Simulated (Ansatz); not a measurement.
# CaMn2As2: the cost of one run

Computed with Ansatz 0.2.0 (DFT LDA, scalar-relativistic, plane waves, PAW, unless a step's input says otherwise).

## (1) The starting structure

Symmetry: P-3m1, No. 164, trigonal system. The conventional cell has a = 3.818 Å, b = 3.818 Å, c = 6.831 Å, α = 90.00°, β = 90.00°, γ = 120.00°. Around Ca (site symmetry -3m) lie 6 As at 2.88 Å. Around Mn (site symmetry 3m) lie 4 As at 2.32 to 2.34 Å. Around As (site symmetry 3m) lie 4 Mn at 2.32 to 2.34 Å and 3 Ca at 2.88 Å.

Structure file:

```cif
data_structure
_symmetry_space_group_name_H-M 'P-3m1'
_symmetry_Int_Tables_number 164
_cell_length_a 3.8184
_cell_length_b 3.8184
_cell_length_c 6.8306
_cell_angle_alpha 90.000
_cell_angle_beta 90.000
_cell_angle_gamma 120.000
_cell_volume 86.25
loop_
_atom_site_label
_atom_site_type_symbol
_atom_site_symmetry_multiplicity
_atom_site_Wyckoff_symbol
_atom_site_fract_x
_atom_site_fract_y
_atom_site_fract_z
_atom_site_occupancy
Ca1 Ca 1 a 0.00000 0.00000 0.00000 1
Mn1 Mn 2 d 0.33333 0.66667 0.61118 1
As1 As 2 d 0.66667 0.33333 0.72807 1
```

This cell comes from an earlier session at LDA: 17.250 Å³/atom at -0.02 GPa, on a 12×12×6 mesh.

## (2) Antiferromagnetic, in the cell as typed

The input, input.yaml:

```yaml
crystal:
  lattice:
    - [3.8184233089, 0.0, 0.0]
    - [-1.9092116545, 3.3068515879, 0.0]
    - [0.0, 0.0, 6.8305720856]
  atoms:
    - { symbol: Ca, position: [0.0, 0.0, 0.0] }
    - { symbol: Mn, position: [0.3333333333, 0.6666666667, 0.6111764277], spin: 3.5 }
    - { symbol: Mn, position: [0.6666666667, 0.3333333333, 0.3888235723], spin: -3.5 }
    - { symbol: As, position: [0.6666666667, 0.3333333333, 0.7280712806] }
    - { symbol: As, position: [0.3333333333, 0.6666666667, 0.2719287194] }
basis:
  ecutwfc: 420
  ecutrho_ratio: 4
kpoints:
  mp_grid: { grid: [12, 12, 6] }
hamiltonian:
  xc: lda
scf:
  occupations: { method: gaussian, width: 0.05 }
  lower_state_search: "off"
output:
  forces: true
  stress: true
  eigenvalues: true
  populations: true
magnetization:
  spin_polarized: true
```

The run is started by

```console
$ ansatz run input.yaml --threads 4 --pin off --max-ram 10240MiB --backend cpu --events-out ev --progress --plain --runs-dir out
```

What time and memory should one allow on 4 threads of AMD EPYC 7R43 (Zen 3), shared host?

About 35 s, with a peak of 0.87 GiB.
